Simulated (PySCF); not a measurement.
# CH9GeNSi: the cost of one run

Programs: PySCF 2.14.0, with density-fitted response routines of our own. Each step states its level of theory. These are calculated values for one molecule in the gas phase, unless marked as measured. Atoms are numbered from 0 throughout.

### 1 The starting structure

13 atoms, charge 0, multiplicity 1; geometry from: GFN2-xTB. The atoms were then displaced at random by about 0.01 Å, so the start is not that level's minimum.

Bonds of the start (Å): N0–C1 1.46, C1–Ge2 1.98, Ge2–Si3 2.38, N0–H4 0.99, N0–H5 1.05, C1–H6 1.09, C1–H7 1.08, Ge2–H8 1.49, Ge2–H9 1.53, Si3–H10 1.43, Si3–H11 1.47, Si3–H12 1.47.

### 2 Geometry optimisation at PBE0-D3(BJ)/def2-SVP

Job settings and geometry (Å):

```
{"job": {"xc": "PBE0", "basis": "def2-SVP", "d3": "d3bj", "grid": 1, "shake": 0.01, "kind": "geom"}, "charge": 0, "multiplicity": 1}
N     -1.447060     0.532240     1.065890
C     -1.463180     0.022880    -0.298410
Ge     0.272810    -0.884950    -0.571280
Si     2.164580     0.481230    -0.086400
H     -1.462450    -0.220030     1.712100
H     -2.317720     1.096360     1.234910
H     -1.522860     0.869490    -0.985680
H     -2.291470    -0.631010    -0.519040
H      0.260090    -1.488070    -1.930700
H      0.223780    -2.128480     0.314900
H      3.373040    -0.262400    -0.263400
H      2.088030     0.950130     1.305900
H      2.128240     1.645710    -0.989110
```

On the command line:

```bash
OMP_NUM_THREADS=1 python probes_run.py task.json out
```

One launch serves the whole session: the jobs run in the order shown.

**Question.** How long does this first job take on 1 thread of Arm Neoverse V1, shared host, and how much memory does it need?

About 77 s, with a peak of 0.54 GiB.
